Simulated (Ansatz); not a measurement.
# SiGeF (quartet): the correlation ladder at a displaced geometry (v2), cc-pVDZ

How much of the correlation energy of SiGeF (quartet) does each wave-function method recover here?

The runs use Ansatz 0.2.0, Gaussian basis; cc-pVDZ, core rule «outside noble gas», up to 20 orbitals frozen.

The runs, in order: UHF; CCSD(T) on ROHF; CCSD(T) on UHF; BCCD(T) on ROHF; CISD; CCSDT(Q) on ROHF; CCSDT(Q) on UHF.

39 further runs of the same task are left out: 10 for a known fault of the program, 14 that didn't finish, 15 set aside as unsound or not needed.

### Step 1. What is computed

The geometry is a PBE0/def2-TZVP stationary point (not a proven minimum) with its atoms shifted at random (size 0.100 Å). No spin-orbit coupling is included. The filled d shell of Ge may be among the frozen orbitals whatever the setting's name suggests; the logs give the count.

3 atoms, charge 0, spin multiplicity 4.

Atoms are counted from 1 here; the program's logs count them from 0.

Bond lengths: F1–Ge2 1.767 Å, Ge2–Si3 2.435 Å. Angles: F1–Ge2–Si3 105.3°.

In the tables R marks a restricted open-shell determinant and U an unrestricted one; energies count from the table's Hartree-Fock row.

### Step 2. UHF

Input file in.yaml:

```yaml
crystal:
  periodic: [false, false, false]
  atoms:
    - {symbol: F, position_ang: [0.120737, -1.067622, 1.352851]}
    - {symbol: Ge, position_ang: [-0.044137, 0.405988, 0.391826]}
    - {symbol: Si, position_ang: [0.032483, -0.327851, -1.928548]}
basis:
  gaussian: {orbitals: cc-pVDZ}
magnetization: {spin_polarized: true, initial_magnetization: 3}
hamiltonian: {xc: hf}
output: {orbitals: {seedname: orbitals}}
```

Launch:

```bash
$ ansatz run in.yaml --threads 1 --pin off --events-out ev --progress --plain --max-ram 2393MiB
```

Output:

```text
Functional definition: HF
  name "HF"
  cite "Fock, Z. Phys. 61, 126 (1930) doi:10.1007/BF01340294"
  parent pbe
  exchange = exact_x
  correlation = 0
645 factors; integrals over basis functions are off by at most 7.0e-4 eV
mean field evaluation 1: about -67037.9187 eV, gradient 1.8e1 eV
mean field evaluation 2: about -67037.9284 eV, gradient 1.8e1 eV
mean field evaluation 4: about -67039.6499 eV, gradient 2.3e0 eV
mean field evaluation 8: about -67039.7702 eV, gradient 1.9e-1 eV
mean field evaluation 16: about -67039.3492 eV, gradient 2.1e0 eV
mean field evaluation 32: about -67036.8240 eV, gradient 3.1e0 eV
mean field evaluation 64: about -67037.6372 eV, gradient 5.5e0 eV
mean field -67039.77426782 eV, -2463.6662631512 hartree, gradient 8.9e-6 eV, S^2 3.770165; 0 other end points of the search recorded, 0 dependent functions left out
reference -67039.77426782 eV, -2463.6662631512 hartree; 29, 26 occupied and 30, 33 virtual orbitals, 645 factors
Total energy: -67039.77426782 eV, -2463.6662631512 hartree
```

Run time: 2.4 s. Hardware: 1 thread of Arm Neoverse V2, shared host.

From the report: ⟨S²⟩ of the determinant 3.770 (pure quartet: 3.75).

### Step 3. CCSD(T) on ROHF

Changes to in.yaml since step 2:

```diff
@@ -8,4 +8,4 @@
   gaussian: {orbitals: cc-pVDZ}
-magnetization: {spin_polarized: true, initial_magnetization: 3}
-hamiltonian: {xc: hf}
-output: {orbitals: {seedname: orbitals}}
+magnetization: {spin_polarized: false, initial_magnetization: 3}
+correlation: {method: ccsd_t, electrons: outside_noble_gas}
+output: {forces: true}
```

Same command.

Output (excerpt; [...] marks lines left out):

```text
Functional definition: HF
  name "HF"
  cite "Fock, Z. Phys. 61, 126 (1930) doi:10.1007/BF01340294"
  parent pbe
[...]
645 factors; integrals over basis functions are off by at most 7.0e-4 eV
[...]
mean field -67039.66800047 eV, -2463.6623578984 hartree, gradient 5.2e-6 eV, S^2 3.750000; 7 other end points of the search recorded, 0 dependent functions left out
[...]
determinant -67039.66800047 eV, -2463.6623578984 hartree, with singles and doubles -67049.07998374 eV, -2464.0082419038 hartree
determinant -67038.24114815 eV, -2463.6099220427 hartree, with singles and doubles -67047.42121069 eV, -2463.9472831186 hartree
determinant -67037.25535023 eV, -2463.5736946372 hartree, with singles and doubles -67046.69722555 eV, -2463.9206771552 hartree
determinant -67036.70091632 eV, -2463.5533195667 hartree, with singles and doubles -67046.47326386 eV, -2463.9124467149 hartree
20 core orbitals not correlated: weight in the atoms' cores, before any rotation towards them, 0.963 or more for the frozen orbitals, at most 0.037 for the correlated occupied ones
reference -67039.66800047 eV, -2463.6623578984 hartree; 9, 6 occupied and 30, 33 virtual orbitals, 645 factors
second order -8.68100789 eV of doubles, -0.04938423 eV of singles
cycle   1  -9.41303915 eV  change   -1.1e-3 eV  update   3.3e-3
[...]
cycle  12  -9.41438364 eV  change    6.5e-7 eV  update   4.1e-7
perturbative correction -0.28829577 eV, -0.0105946741 hartree
[...]
Total energy: -67049.37067988 eV, -2464.0189247900 hartree
Atom 0 at     0.120737    -1.067622     1.352851 Å, force     0.027891    -0.248311     0.217660 eV/Å
Atom 1 at    -0.044137     0.405988     0.391826 Å, force    -0.030422     0.274645    -0.022493 eV/Å
Atom 2 at     0.032483    -0.327851    -1.928548 Å, force     0.002530    -0.026335    -0.195166 eV/Å
Dipole moment:    -0.040292     0.363112    -0.066202 e Å
```

Wall time 17 s (1 thread of Arm Neoverse V2, shared host).

From the report: correlation -9.7027 eV; T1 0.026; largest double amplitude 0.10.

### Step 4. CCSD(T) on UHF

Changes to in.yaml since step 3:

```diff
@@ -8,3 +8,3 @@
   gaussian: {orbitals: cc-pVDZ}
-magnetization: {spin_polarized: false, initial_magnetization: 3}
+magnetization: {spin_polarized: true, initial_magnetization: 3}
 correlation: {method: ccsd_t, electrons: outside_noble_gas}
```

Launched as before.

Output (excerpt; [...] marks lines left out):

```text
Functional definition: HF
  name "HF"
  cite "Fock, Z. Phys. 61, 126 (1930) doi:10.1007/BF01340294"
  parent pbe
[...]
645 factors; integrals over basis functions are off by at most 7.0e-4 eV
[...]
mean field -67039.77426782 eV, -2463.6662631512 hartree, gradient 3.5e-6 eV, S^2 3.770165; 6 other end points of the search recorded, 0 dependent functions left out
determinant -67039.77426782 eV, -2463.6662631512 hartree, with singles and doubles -67049.08824776 eV, -2464.0085456009 hartree
determinant -67038.53890616 eV, -2463.6208644478 hartree, with singles and doubles -67047.43554291 eV, -2463.9478098177 hartree
determinant -67037.51651809 eV, -2463.5832923791 hartree, with singles and doubles -67046.67230353 eV, -2463.9197612879 hartree
20 core orbitals not correlated: weight in the atoms' cores, before any rotation towards them, 0.961 or more for the frozen orbitals, at most 0.039 for the correlated occupied ones
reference -67039.77426782 eV, -2463.6662631512 hartree; 9, 6 occupied and 30, 33 virtual orbitals, 645 factors
second order -8.59106779 eV of doubles, -0.00000000 eV of singles
cycle   1  -9.31449611 eV  change   -5.2e-4 eV  update   2.2e-3
[...]
cycle  12  -9.31502593 eV  change    1.6e-7 eV  update   3.0e-7
perturbative correction -0.28354827 eV, -0.0104202068 hartree
[...]
Total energy: -67049.37284202 eV, -2464.0190042469 hartree
Atom 0 at     0.120737    -1.067622     1.352851 Å, force     0.027905    -0.248438     0.217417 eV/Å
Atom 1 at    -0.044137     0.405988     0.391826 Å, force    -0.030441     0.274814    -0.022773 eV/Å
Atom 2 at     0.032483    -0.327851    -1.928548 Å, force     0.002536    -0.026376    -0.194643 eV/Å
Dipole moment:    -0.040289     0.363064    -0.067089 e Å
```

It took 14 s on 1 thread of Arm Neoverse V2, shared host.

From the report: ⟨S²⟩ of the determinant 3.770 (pure quartet: 3.75); correlation -9.5986 eV; T1 0.023; largest double amplitude 0.10.

### Step 5. BCCD(T) on ROHF

Changes to in.yaml since step 4:

```diff
@@ -8,4 +8,3 @@
   gaussian: {orbitals: cc-pVDZ}
-magnetization: {spin_polarized: true, initial_magnetization: 3}
-correlation: {method: ccsd_t, electrons: outside_noble_gas}
-output: {forces: true}
+magnetization: {spin_polarized: false, initial_magnetization: 3}
+correlation: {method: bccd_t, electrons: outside_noble_gas}
```

Same command.

Output (excerpt; [...] marks lines left out):

```text
Functional definition: HF
  name "HF"
  cite "Fock, Z. Phys. 61, 126 (1930) doi:10.1007/BF01340294"
  parent pbe
[...]
645 factors; integrals over basis functions are off by at most 7.0e-4 eV
[...]
mean field -67039.66800047 eV, -2463.6623578984 hartree, gradient 5.2e-6 eV, S^2 3.750000; 7 other end points of the search recorded, 0 dependent functions left out
[...]
determinant -67039.66800047 eV, -2463.6623578984 hartree, with singles and doubles -67049.07998374 eV, -2464.0082419038 hartree
determinant -67038.24114815 eV, -2463.6099220427 hartree, with singles and doubles -67047.42121069 eV, -2463.9472831186 hartree
determinant -67037.25535023 eV, -2463.5736946372 hartree, with singles and doubles -67046.69722555 eV, -2463.9206771552 hartree
determinant -67036.70091632 eV, -2463.5533195667 hartree, with singles and doubles -67046.47326386 eV, -2463.9124467149 hartree
20 core orbitals not correlated: weight in the atoms' cores, before any rotation towards them, 0.963 or more for the frozen orbitals, at most 0.037 for the correlated occupied ones
reference -67039.66800047 eV, -2463.6623578984 hartree; 9, 6 occupied and 30, 33 virtual orbitals, 645 factors
second order -8.68100789 eV of doubles, -0.04938423 eV of singles
cycle   1  -9.37920317 eV  change    3.3e-2 eV  update   1.6e-2
[...]
cycle  11  -9.38091739 eV  change   -6.5e-6 eV  update   1.3e-5
perturbative correction -0.32922227 eV, -0.0120986953 hartree
Total energy: -67049.37814013 eV, -2464.0191989491 hartree
```

It took 11 s on 1 thread of Arm Neoverse V2, shared host.

From the report: correlation -9.7101 eV; largest double amplitude 0.10.

### Step 6. CISD

Changes to in.yaml since step 5:

```diff
@@ -9,2 +9,2 @@
 magnetization: {spin_polarized: false, initial_magnetization: 3}
-correlation: {method: bccd_t, electrons: outside_noble_gas}
+correlation: {active_space: {ras: {orbitals: [6, 3, 30], electrons: 15, max_holes: 2, max_particles: 2}, fixed_orbitals: true}}
```

The command is unchanged.

Output:

```text
Functional definition: HF
  name "HF"
  cite "Fock, Z. Phys. 61, 126 (1930) doi:10.1007/BF01340294"
  parent pbe
  exchange = exact_x
  correlation = 0
645 factors; integrals over basis functions are off by at most 7.0e-4 eV
mean field evaluation 1: about -67037.7767 eV, gradient 2.7e1 eV
mean field evaluation 2: about -67037.7861 eV, gradient 2.7e1 eV
mean field evaluation 4: about -67039.6213 eV, gradient 1.5e0 eV
mean field evaluation 8: about -67039.6679 eV, gradient 8.9e-2 eV
mean field evaluation 16: about -67038.2422 eV, gradient 1.1e-2 eV
mean field evaluation 32: about -67039.4083 eV, gradient 1.5e0 eV
mean field -67039.66800047 eV, -2463.6623578984 hartree, gradient 5.2e-6 eV, S^2 3.750000; 5 other end points of the search recorded, 0 dependent functions left out
reference -67039.66800047 eV, -2463.6623578984 hartree; 29, 26 occupied and 30, 33 virtual orbitals, 645 factors
state -67048.08135969 eV, -2463.9715431468 hartree
Total energy: -67048.08135969 eV, -2463.9715431468 hartree
```

It took 22 s on 1 thread of Arm Neoverse V2, shared host.

From the report: 215,027 determinants.

### Step 7. CCSDT(Q) on ROHF

Changes to in.yaml since step 6:

```diff
@@ -9,2 +9,2 @@
 magnetization: {spin_polarized: false, initial_magnetization: 3}
-correlation: {active_space: {ras: {orbitals: [6, 3, 30], electrons: 15, max_holes: 2, max_particles: 2}, fixed_orbitals: true}}
+correlation: {method: ccsdt_q, electrons: outside_noble_gas}
```

Same command.

Output (excerpt; [...] marks lines left out):

```text
Functional definition: HF
  name "HF"
  cite "Fock, Z. Phys. 61, 126 (1930) doi:10.1007/BF01340294"
  parent pbe
[...]
1125 factors; integrals over basis functions are off by at most 1.4e-7 eV
[...]
mean field -67039.66827149 eV, -2463.6623678579 hartree, gradient 1.8e-6 eV, S^2 3.750000; 7 other end points of the search recorded, 0 dependent functions left out
[...]
determinant -67039.66827149 eV, -2463.6623678579 hartree, with singles and doubles -67049.08026055 eV, -2464.0082520763 hartree
determinant -67038.24141169 eV, -2463.6099317276 hartree, with singles and doubles -67047.42149401 eV, -2463.9472935303 hartree
determinant -67037.25562782 eV, -2463.5737048386 hartree, with singles and doubles -67046.69751624 eV, -2463.9206878380 hartree
determinant -67036.70118141 eV, -2463.5533293086 hartree, with singles and doubles -67046.47354246 eV, -2463.9124569533 hartree
20 core orbitals not correlated: weight in the atoms' cores, before any rotation towards them, 0.963 or more for the frozen orbitals, at most 0.037 for the correlated occupied ones
reference -67039.66827149 eV, -2463.6623678579 hartree; 9, 6 occupied and 30, 33 virtual orbitals, 1125 factors
second order -8.68101551 eV of doubles, -0.04938368 eV of singles
cycle   1  -9.01535245 eV  change   -2.8e-1 eV  update   1.2e-1
[...]
cycle  23  -9.74686098 eV  change    4.9e-7 eV  update   7.4e-7
perturbative correction -0.02625387 eV, -0.0009648119 hartree
Total energy: -67049.44138634 eV, -2464.0215232042 hartree
```

Wall time 71 s (1 thread of Arm Neoverse V2, shared host); peak memory 0.85 GiB.

From the report: correlation -9.7731 eV; T1 0.027; largest double amplitude 0.12.

### Step 8. CCSDT(Q) on UHF

Changes to in.yaml since step 7:

```diff
@@ -8,3 +8,3 @@
   gaussian: {orbitals: cc-pVDZ}
-magnetization: {spin_polarized: false, initial_magnetization: 3}
+magnetization: {spin_polarized: true, initial_magnetization: 3}
 correlation: {method: ccsdt_q, electrons: outside_noble_gas}
```

Same command.

Output (excerpt; [...] marks lines left out):

```text
Functional definition: HF
  name "HF"
  cite "Fock, Z. Phys. 61, 126 (1930) doi:10.1007/BF01340294"
  parent pbe
[...]
1125 factors; integrals over basis functions are off by at most 1.4e-7 eV
[...]
mean field -67039.77453799 eV, -2463.6662730799 hartree, gradient 4.7e-6 eV, S^2 3.770165; 7 other end points of the search recorded, 0 dependent functions left out
determinant -67039.77453799 eV, -2463.6662730799 hartree, with singles and doubles -67049.08852453 eV, -2464.0085557720 hartree
determinant -67038.53917428 eV, -2463.6208743010 hartree, with singles and doubles -67047.43582504 eV, -2463.9478201859 hartree
determinant -67037.51680194 eV, -2463.5833028104 hartree, with singles and doubles -67046.67259310 eV, -2463.9197719295 hartree
determinant -67036.85316143 eV, -2463.5589144713 hartree, with singles and doubles -67046.48390527 eV, -2463.9128377795 hartree
20 core orbitals not correlated: weight in the atoms' cores, before any rotation towards them, 0.961 or more for the frozen orbitals, at most 0.039 for the correlated occupied ones
reference -67039.77453799 eV, -2463.6662730799 hartree; 9, 6 occupied and 30, 33 virtual orbitals, 1125 factors
second order -8.59107599 eV of doubles, -0.00000000 eV of singles
cycle   1  -8.90259631 eV  change   -3.1e-1 eV  update   1.2e-1
[...]
cycle  22  -9.64358730 eV  change    1.6e-6 eV  update   1.0e-6
perturbative correction -0.03152240 eV, -0.0011584270 hartree
Total energy: -67049.44964769 eV, -2464.0218268033 hartree
```

Wall time 60 s (1 thread of Arm Neoverse V2, shared host); peak memory 0.63 GiB.

From the report: ⟨S²⟩ of the determinant 3.770 (pure quartet: 3.75); correlation -9.6751 eV; T1 0.024; largest double amplitude 0.12.

### Step 9. The ladder

The yardstick is UCCSDT(Q), where the cluster series has nearly closed. Rows without a time come out of other runs: HF, MP2 and CCSD of CCSD(T), CCSDT of CCSDT(Q). The times of RCCSD(T), UCCSD(T) include forces.

Differences are taken before rounding.

```
   method  energy from the lowest RHF (kJ/mol)  from UCCSDT(Q) (kJ/mol)  time
      RHF                                  0.0                   +943.8      
      UHF                                -10.3                   +933.5      
     RMP2                               -842.4                   +101.4      
     UMP2                               -839.2                   +104.6      
    RCCSD                               -908.3                    +35.4      
    UCCSD                               -909.0                    +34.8      
 RCCSD(T)                               -936.2                     +7.6  17 s
 UCCSD(T)                               -936.4                     +7.4  14 s
  BCCD(T)                               -936.9                     +6.9  11 s
   RCCSDT                               -940.5                     +3.3      
   UCCSDT                               -940.7                     +3.0      
RCCSDT(Q)                               -943.0                     +0.8  71 s
UCCSDT(Q)                               -943.8                        0  60 s
```

Among the levels timed on like hardware and quicker than the yardstick, those that no quicker one beats, quickest first: BCCD(T) (11 s, +6.9 kJ/mol).

Not comparable, so not listed: CISD (they don't share determinant, frozen orbitals or solution with the rows shown, or repeat one).

### Step 10. Summary of results

| quantity | value |
| --- | --- |
| UCCSDT(Q) below the RHF energy | -9.7816 eV |
| RMP2 from UCCSDT(Q) | +101.4 kJ/mol |
| UMP2 from UCCSDT(Q) | +104.6 kJ/mol |
| RCCSD from UCCSDT(Q) | +35.4 kJ/mol |
| RCCSD(T) from UCCSDT(Q) | +7.6 kJ/mol |
| UCCSD(T) from UCCSDT(Q) | +7.4 kJ/mol |
| RCCSDT(Q) from UCCSDT(Q) | +0.8 kJ/mol |
| levels within 1 kcal/mol (43 meV) | RCCSDT, UCCSDT, RCCSDT(Q) |
| T1 diagnostic | 0.026 |

RCCSD(T) misses by +7.6 kJ/mol, 0.8 % of the correlation energy. These misses are within one basis, not against nature; the frozen cores of restricted and unrestricted runs differ, which can shift their rows.

BCCD(T) reaches 6.9 kJ/mol from the reference in 11 s, where UCCSDT(Q) took 60 s.
